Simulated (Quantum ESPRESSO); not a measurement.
# Cd2S (P3m1) in Quantum ESPRESSO: notebook

The runs below take Cd2S through phonons, with PBEsol, LDA.

Program: Quantum ESPRESSO 7.5. These are calculated values, not measurements. Logs are shortened: lines on timing, memory, paths and dates and some standing lists are left out, and cuts for length are marked.

### Step 1. The structure

It takes space group P3m1 (No. 156, trigonal). The conventional cell has a = 3.963 Å, b = 3.963 Å, c = 5.809 Å, α = 90.00°, β = 90.00°, γ = 120.00°. Cd (site symmetry 3m) has 1 S at 2.52 Å as nearest neighbours. Cd (site symmetry 3m) is surrounded by 3 S at 2.60 Å. S (site symmetry 3m) has 4 Cd at 2.52 to 2.60 Å as nearest neighbours.

The cell comes from a database or a generator and needn't be the stable form of this composition.

### Step 2. Phonons, PBEsol

File pw.in:

```
&CONTROL
  calculation = 'scf'
  prefix = 'pwscf'
  outdir = './tmp'
  pseudo_dir = './pseudo'
  tprnfor = .true.
  tstress = .true.
  disk_io = 'low'
/
&SYSTEM
  ibrav = 0
  celldm(1) = 8
  nat = 3
  ntyp = 2
  ecutwfc = 45
  ecutrho = 360
  nbnd = 22
  occupations = 'smearing'
  smearing = 'fd'
  degauss = 0.00367493
/
&ELECTRONS
  conv_thr = 6d-10
  electron_maxstep = 120
  mixing_beta = 0.5
/
ATOMIC_SPECIES
Cd   112.4140 cd_pbesol_v1.uspp.F.UPF
S     32.0600 s_pbesol_v1.4.uspp.F.UPF
CELL_PARAMETERS alat
  0.9360451393584   0.0000000000000   0.0000000000000
 -0.4680225696792   0.8106388697852   0.0000000000000
  0.0000000000000   0.0000000000000   1.3722227356709
ATOMIC_POSITIONS crystal
Cd     0.3333333333    0.6666666667    0.9327170000
Cd     0.6666666667    0.3333333333    0.5787350000
S      0.3333333333    0.6666666667    0.3657050000
K_POINTS automatic
8 8 4 0 0 1
```

File relax.in:

```
&CONTROL
  calculation = 'vc-relax'
  prefix = 'pwscf'
  outdir = './tmp'
  pseudo_dir = './pseudo'
  tprnfor = .true.
  tstress = .true.
  disk_io = 'low'
  nstep = 40
  forc_conv_thr = 0.0001
  etot_conv_thr = 1d-06
/
&SYSTEM
  ibrav = 0
  celldm(1) = 8
  nat = 3
  ntyp = 2
  ecutwfc = 45
  ecutrho = 360
  nbnd = 22
  occupations = 'smearing'
  smearing = 'fd'
  degauss = 0.00367493
/
&ELECTRONS
  conv_thr = 6d-10
  electron_maxstep = 120
  mixing_beta = 0.5
/
&IONS
  ion_dynamics = 'bfgs'
/
&CELL
  cell_dynamics = 'bfgs'
  press = 0
  press_conv_thr = 0.2
/
ATOMIC_SPECIES
Cd   112.4140 cd_pbesol_v1.uspp.F.UPF
S     32.0600 s_pbesol_v1.4.uspp.F.UPF
CELL_PARAMETERS alat
  0.9360451393584   0.0000000000000   0.0000000000000
 -0.4680225696792   0.8106388697852   0.0000000000000
  0.0000000000000   0.0000000000000   1.3722227356709
ATOMIC_POSITIONS crystal
Cd     0.3333333333    0.6666666667    0.9327170000
Cd     0.6666666667    0.3333333333    0.5787350000
S      0.3333333333    0.6666666667    0.3657050000
K_POINTS automatic
8 8 4 0 0 1
```

File gamma.in:

```
&CONTROL
  calculation = 'bands'
  prefix = 'pwscf'
  outdir = './tmp'
  pseudo_dir = './pseudo'
  disk_io = 'low'
  verbosity = 'high'
/
&SYSTEM
  ibrav = 0
  celldm(1) = 8
  nat = 3
  ntyp = 2
  ecutwfc = 45
  ecutrho = 360
  nbnd = 22
  occupations = 'smearing'
  smearing = 'fd'
  degauss = 0.00367493
/
&ELECTRONS
  conv_thr = 1d-08
  electron_maxstep = 120
  mixing_beta = 0.5
  diago_full_acc = .true.
  startingwfc = 'random'
/
ATOMIC_SPECIES
Cd   112.4140 cd_pbesol_v1.uspp.F.UPF
S     32.0600 s_pbesol_v1.4.uspp.F.UPF
CELL_PARAMETERS alat
  0.9110521912758  -0.0000000000068   0.0000000000000
 -0.4555260956320   0.7889943418217   0.0000000000000
  0.0000000000000   0.0000000000000   1.3457337409189
ATOMIC_POSITIONS crystal
Cd     0.3333333333    0.6666666667    0.9307440171
Cd     0.6666666666    0.3333333334    0.5823477301
S      0.3333333333    0.6666666667    0.3640652528
K_POINTS crystal
1
0.0 0.0 0.0 1
```

File scf2.in:

```
&CONTROL
  calculation = 'scf'
  prefix = 'pwscf'
  outdir = './tmp'
  pseudo_dir = './pseudo'
  tprnfor = .true.
  tstress = .true.
  disk_io = 'low'
/
&SYSTEM
  ibrav = 0
  celldm(1) = 8
  nat = 3
  ntyp = 2
  ecutwfc = 45
  ecutrho = 360
  nbnd = 22
  occupations = 'fixed'
/
&ELECTRONS
  conv_thr = 1d-13
  electron_maxstep = 120
  mixing_beta = 0.5
  startingpot = 'file'
/
ATOMIC_SPECIES
Cd   112.4140 cd_pbesol_v1.uspp.F.UPF
S     32.0600 s_pbesol_v1.4.uspp.F.UPF
CELL_PARAMETERS alat
  0.9110521912758  -0.0000000000068   0.0000000000000
 -0.4555260956320   0.7889943418217   0.0000000000000
  0.0000000000000   0.0000000000000   1.3457337409189
ATOMIC_POSITIONS crystal
Cd     0.3333333333    0.6666666667    0.9307440171
Cd     0.6666666666    0.3333333334    0.5823477301
S      0.3333333333    0.6666666667    0.3640652528
K_POINTS automatic
8 8 4 0 0 1
```

File ph.in:

```
phonons of Cd2S
&INPUTPH
  prefix = 'pwscf'
  outdir = './tmp'
  tr2_ph = 1d-18
  fildyn = 'dyn'
  niter_ph = 90
  alpha_mix(1) = 0.7
  epsil = .true.
/
0.0000000000 0.0000000000 0.0000000000
```

File dynmat.in:

```
&INPUT
  fildyn = 'dyn'
  asr = 'crystal'
  lperm = .true.
  filout = 'dynmat.disp'
  fileig = 'dynmat.eig'
/
```

File dynmat_lo.in:

```
&INPUT
  fildyn = 'dyn'
  asr = 'crystal'
  filout = 'dynmat_lo.disp'
  fileig = 'dynmat_lo.eig'
  q(1) = 0
  q(2) = 0
  q(3) = 1
/
```

Potentials or basis: GBRV 1.5 PBEsol.

Started as:

```sh
$ OMP_NUM_THREADS=1 pw.x -in pw.in > pw.out
$ OMP_NUM_THREADS=1 pw.x -in relax.in > relax.out
$ OMP_NUM_THREADS=1 pw.x -in gamma.in > gamma.out
$ OMP_NUM_THREADS=1 pw.x -in scf2.in > scf2.out
$ OMP_NUM_THREADS=1 ph.x -in ph.in > ph.out
$ OMP_NUM_THREADS=1 dynmat.x -in dynmat.in > dynmat.out
$ OMP_NUM_THREADS=1 dynmat.x -in dynmat_lo.in > dynmat_lo.out
```

pw.out:

```text
This program is part of the open-source Quantum ESPRESSO suite
     for quantum simulation of materials; please cite
[... 9 lines left out ...]
     --------------------
     sticks:   dense  smooth     PW     G-vecs:    dense   smooth      PW
     Sum        1393     685    199                61423    21695    3499

     Using Slab Decomposition

     bravais-lattice index     =            0
     lattice parameter (alat)  =       8.0000  a.u.
     unit-cell volume          =     533.1124 (a.u.)^3
     number of atoms/cell      =            3
     number of atomic types    =            2
     number of electrons       =        30.00
     number of Kohn-Sham states=           22
     kinetic-energy cutoff     =      45.0000  Ry
     charge density cutoff     =     360.0000  Ry
     scf convergence threshold =      6.0E-10
     mixing beta               =       0.5000
     number of iterations used =            8  plain     mixing
     Exchange-correlation= SLA  PW   PSX  PSC
                           (   1   4  10   8   0   0   0)

     celldm(1)=   8.000000  celldm(2)=   0.000000  celldm(3)=   0.000000
     celldm(4)=   0.000000  celldm(5)=   0.000000  celldm(6)=   0.000000

     crystal axes: (cart. coord. in units of alat)
               a(1) = (   0.936045   0.000000   0.000000 )
               a(2) = (  -0.468023   0.810639   0.000000 )
               a(3) = (   0.000000   0.000000   1.372223 )

     reciprocal axes: (cart. coord. in units 2 pi/alat)
               b(1) = (  1.068325  0.616797 -0.000000 )
               b(2) = (  0.000000  1.233595  0.000000 )
               b(3) = (  0.000000 -0.000000  0.728745 )

     PseudoPot. # 1 for Cd read from file:
     cd_pbesol_v1.uspp.F.UPF
     Pseudo is Ultrasoft + core correction, Zval = 12.0
     Generated by new atomic code, or converted to UPF format
     Using radial grid of  889 points,  6 beta functions with:
                l(1) =   0
                l(2) =   0
                l(3) =   1
                l(4) =   1
                l(5) =   2
                l(6) =   2
     Q(r) pseudized with  6 coefficients,  rinner =    1.000   1.000   1.000
                                                       1.000   1.000

     PseudoPot. # 2 for S  read from file:
     s_pbesol_v1.4.uspp.F.UPF
     Pseudo is Ultrasoft + core correction, Zval =  6.0
     Generated by new atomic code, or converted to UPF format
     Using radial grid of  907 points,  6 beta functions with:
                l(1) =   0
                l(2) =   0
                l(3) =   1
                l(4) =   1
                l(5) =   2
                l(6) =   2
     Q(r) pseudized with  8 coefficients,  rinner =    1.300   1.300   1.300
                                                       1.300   1.300

     atomic species   valence    mass     pseudopotential
     Cd               12.00   112.41400     Cd( 1.00)
     S                 6.00    32.06000     S ( 1.00)

      6 Sym. Ops. (no inversion) found

   Cartesian axes

     site n.     atom                  positions (alat units)
         1        Cd     tau(   1) = (  -0.0000000   0.5404259   1.2798955  )
         2        Cd     tau(   2) = (   0.4680226   0.2702130   0.7941533  )
         3        S      tau(   3) = (  -0.0000000   0.5404259   0.5018287  )

     number of k points=    30  Fermi-Dirac smearing, width (Ry)=  0.0037
                       cart. coord. in units 2pi/alat
        k(    1) = (   0.0000000   0.0000000   0.0910931), wk =   0.0156250
        k(    2) = (   0.0000000   0.0000000   0.2732792), wk =   0.0156250
        k(    3) = (   0.0000000   0.1541994   0.0910931), wk =   0.0468750
        k(    4) = (   0.0000000   0.1541994   0.2732792), wk =   0.0468750
        k(    5) = (   0.0000000   0.3083987   0.0910931), wk =   0.0468750
        k(    6) = (   0.0000000   0.3083987   0.2732792), wk =   0.0468750
[... 22 lines left out ...]
        k(   29) = (  -0.1335406  -0.5396978   0.0910931), wk =   0.0937500
        k(   30) = (  -0.1335406  -0.5396978   0.2732792), wk =   0.0937500

     Dense  grid:    61423 G-vectors     FFT dimensions: (  45,  45,  72)

     Smooth grid:    21695 G-vectors     FFT dimensions: (  32,  32,  48)

     Initial potential from superposition of free atoms

     starting charge      28.9999, renormalised to      30.0000

     negative rho (up, down):  4.378E-02 0.000E+00
     Starting wfcs are   22 randomized atomic wfcs

     Self-consistent Calculation

     iteration #  1     ecut=    45.00 Ry     beta= 0.50
     Davidson diagonalization with overlap
     ethr =  1.00E-02,  avg # of iterations =  5.0

     Threshold (ethr) on eigenvalues was too large:
     Diagonalizing with lowered threshold

     Davidson diagonalization with overlap
     ethr =  8.06E-04,  avg # of iterations =  1.1

     negative rho (up, down):  4.208E-02 0.000E+00

     total energy              =    -252.94717237 Ry
     estimated scf accuracy    <       0.23061600 Ry

     iteration #  2     ecut=    45.00 Ry     beta= 0.50
     Davidson diagonalization with overlap
     ethr =  7.69E-04,  avg # of iterations =  2.0
[... 78 lines left out ...]
     iteration # 11     ecut=    45.00 Ry     beta= 0.50
     Davidson diagonalization with overlap
     ethr =  4.60E-12,  avg # of iterations =  4.6

     negative rho (up, down):  4.307E-02 0.000E+00

     End of self-consistent calculation

          k = 0.0000 0.0000 0.0911 (  2651 PWs)   bands (ev):

    -6.3221  -1.9793  -1.9793  -1.9016  -1.8996  -1.8996  -1.5920  -1.5920
    -1.5715  -1.2557  -1.2557   1.3437   3.2569   5.6241   5.6241   9.2354
    11.2500  13.0006  13.0006  14.4598  14.4598  16.1374

          k = 0.0000 0.0000 0.2733 (  2682 PWs)   bands (ev):

    -6.2417  -2.1834  -1.9884  -1.9884  -1.9284  -1.9284  -1.5476  -1.5476
    -1.3982  -1.2630  -1.2630   0.4701   5.4014   5.6805   5.6805   7.9886
    11.0364  12.7016  12.7016  14.2208  14.2208  15.2367
[... 139 lines left out ...]
          k = 0.0000-0.4626 0.2733 (  2711 PWs)   bands (ev):

    -5.9363  -2.1602  -1.9409  -1.9216  -1.7992  -1.7182  -1.6039  -1.5428
    -1.3948  -1.2697  -1.2349   1.9186   2.8514   5.0113   5.8100   7.4865
    10.0588  11.1117  11.7552  12.8179  13.8528  15.3321

          k =-0.1335-0.3855 0.0911 (  2725 PWs)   bands (ev):

    -6.0458  -2.0153  -1.9820  -1.8603  -1.7826  -1.6977  -1.5959  -1.5090
    -1.4710  -1.3346  -1.2354   2.1061   3.2662   4.4361   4.7812   8.4956
    10.4367  10.9549  12.1270  13.2100  13.8176  14.9402

          k =-0.1335-0.3855 0.2733 (  2717 PWs)   bands (ev):

    -5.9744  -2.1519  -1.9628  -1.9007  -1.8504  -1.7202  -1.6028  -1.5131
    -1.4284  -1.3139  -1.2249   1.6739   3.2293   4.8111   5.9396   8.1427
    10.0726  10.2984  12.0162  13.2735  14.2919  15.5280

          k =-0.1335-0.5397 0.0911 (  2725 PWs)   bands (ev):

    -5.9520  -2.0337  -1.9574  -1.8484  -1.7905  -1.6597  -1.5924  -1.5383
    -1.4109  -1.2748  -1.1224   2.0074   3.1765   4.3291   5.3448   7.0605
     9.8925  10.6754  11.6760  13.2395  14.2154  15.3568

          k =-0.1335-0.5397 0.2733 (  2725 PWs)   bands (ev):

    -5.8835  -2.1334  -1.9710  -1.8920  -1.8098  -1.6635  -1.5974  -1.5664
    -1.4017  -1.3093  -1.1127   2.2020   2.7402   4.5393   5.7131   7.4559
     9.6462  10.5744  12.0742  12.6271  14.8388  15.4244

     the Fermi energy is     6.3624 ev

!    total energy              =    -253.01879078 Ry
     estimated scf accuracy    <          5.2E-11 Ry
     smearing contrib. (-TS)   =      -0.00000911 Ry
     internal energy E=F+TS    =    -253.01878167 Ry

     The total energy is F=E-TS. E is the sum of the following terms:
     one-electron contribution =     -73.93914818 Ry
     hartree contribution      =      60.75101043 Ry
     xc contribution           =     -86.32129671 Ry
     ewald contribution        =    -153.50934721 Ry

     convergence has been achieved in  11 iterations

     negative rho (up, down):  4.307E-02 0.000E+00

     Forces acting on atoms (cartesian axes, Ry/au):

     atom    1 type  1   force =     0.00000000    0.00000000    0.00044473
     atom    2 type  1   force =     0.00000000    0.00000000   -0.00433522
     atom    3 type  2   force =     0.00000000    0.00000000    0.00389049

     Total force =     0.005842     Total SCF correction =     0.000055

     Computing stress (Cartesian axis) and pressure

     negative rho (up, down):  4.307E-02 0.000E+00
          total   stress  (Ry/bohr**3)                   (kbar)     P=      -28.42
  -0.00017137   0.00000000   0.00000000          -25.21        0.00        0.00
   0.00000000  -0.00017137   0.00000000            0.00      -25.21        0.00
   0.00000000   0.00000000  -0.00023677            0.00        0.00      -34.83

=------------------------------------------------------------------------------=
   JOB DONE.
=------------------------------------------------------------------------------=
```

Wall time 26 min (1 thread of Arm Neoverse V2, shared host); peak memory 0.27 GiB.

What came out:

* Free energy: -3442.5427 eV
* Relaxed volume: 24.46 Å³/atom
* Relaxed cell: a = 3.857 Å, b = 3.857 Å, c = 5.697 Å, α = 90.00°, β = 90.00°, γ = 120.00°
* Space group after relaxing (to 0.05 Å): P3m1 (No. 156)
* Pressure after relaxing: 0.2 GPa
* Electronic dielectric tensor (diagonal): 22.41, 22.41, 18.02
* Born charges (mean of the diagonal): Cd +1.75, +1.40; S -2.95 e
* Highest phonon frequency at Γ, LO-TO splitting left out: 287 cm⁻¹
* Static dielectric tensor (diagonal): 45.02, 45.02, 21.39

Step by step:
```
step  energy change (eV)  largest force (eV/Å)  pressure (GPa)  volume (Å³)
   1              0.0000                0.1115           -2.84        79.00
   2             -0.0188                0.0666           -2.23        77.86
   3             -0.0383                0.0751           -1.21        76.09
   4             -0.0461                0.1656            0.04        74.09
   5             -0.0470                0.1414            0.02        74.04
   6             -0.0479                0.1180            0.01        73.96
   7             -0.0488                0.0820            0.00        73.83
   8             -0.0497                0.0383           -0.01        73.63
   9             -0.0499                0.0312           -0.02        73.50
  10             -0.0499                0.0273           -0.02        73.49
  11             -0.0499                0.0198           -0.01        73.47
  12             -0.0500                0.0117           -0.01        73.45
  13             -0.0500                0.0114            0.00        73.42
  14             -0.0500                0.0114            0.00        73.40
  15             -0.0501                0.0066            0.00        73.39
  16             -0.0501                0.0018            0.00        73.39
```

Final structure:
```xyz
3
Lattice="3.8569 0.0000 0.0000 -1.9284 3.3401 0.0000 0.0000 0.0000 5.6971" Properties=species:S:1:pos:R:3 pbc="T T T"
Cd    0.0000    2.2268    5.3025
Cd    1.9284    1.1134    3.3177
S     0.0000    2.2268    2.0741
```

Levels at points of the mesh, in eV from the valence-band top:
| k point | band 12 | band 13 | band 14 | band 15 | band 16 | band 17 | band 18 | band 19 |
| --- | --- | --- | --- | --- | --- | --- | --- | --- |
| (0.00, 0.00, 0.12) | -5.02 | -2.98 | -0.36 | -0.36 | 3.49 | 5.41 | 7.19 | 7.19 |

Phonon frequencies in cm⁻¹ (negative: imaginary):
| q point | frequencies |
| --- | --- |
| (0.000, 0.000, 0.000) | -1 1 1 32 32 146 215 215 287 |

Electronic dielectric tensor:
```
22.41  0.00  0.00
 0.00 22.41  0.00
 0.00  0.00 18.02
```

Born effective charge tensors (e):
atom 1, Cd
```
1.20 0.00 0.00
0.00 1.20 0.00
0.00 0.00 2.85
```
atom 2, Cd
```
1.62 0.00 0.00
0.00 1.62 0.00
0.00 0.00 0.98
```
atom 3, S
```
-2.90  0.00  0.00
 0.00 -2.90  0.00
 0.00  0.00 -3.04
```

Optical modes at Γ, degenerate ones joined, polar ones without the macroscopic field:
| cm⁻¹ | components | symmetry | active in | IR intensity, summed ((D/Å)²/amu) |
| --- | --- | --- | --- | --- |
| 32 | 2 | E | IR and Raman | 1.35 |
| 146 | 1 | A1 | IR and Raman | 0.08 |
| 215 | 2 | E | IR and Raman | 12.25 |
| 287 | 1 | A1 | IR and Raman | 9.25 |

Zone-centre frequencies without and with the macroscopic field along z (cm⁻¹):
```csv
,optical modes in rising order
without,32 32 146 215 215 287
with the field,32 32 146 215 215 312
```

Static dielectric tensor, electrons and zone-centre modes:
```
45.02  0.00  0.00
 0.00 45.02  0.00
 0.00  0.00 21.39
```

Caveat: the mesh is thin for the dielectric tensor, Born charges and intensities, which usually come out too large; the Born charges break their sum rule by 0.20 e, a sign of too thin a mesh.

(Continued in part 2 of 2.)
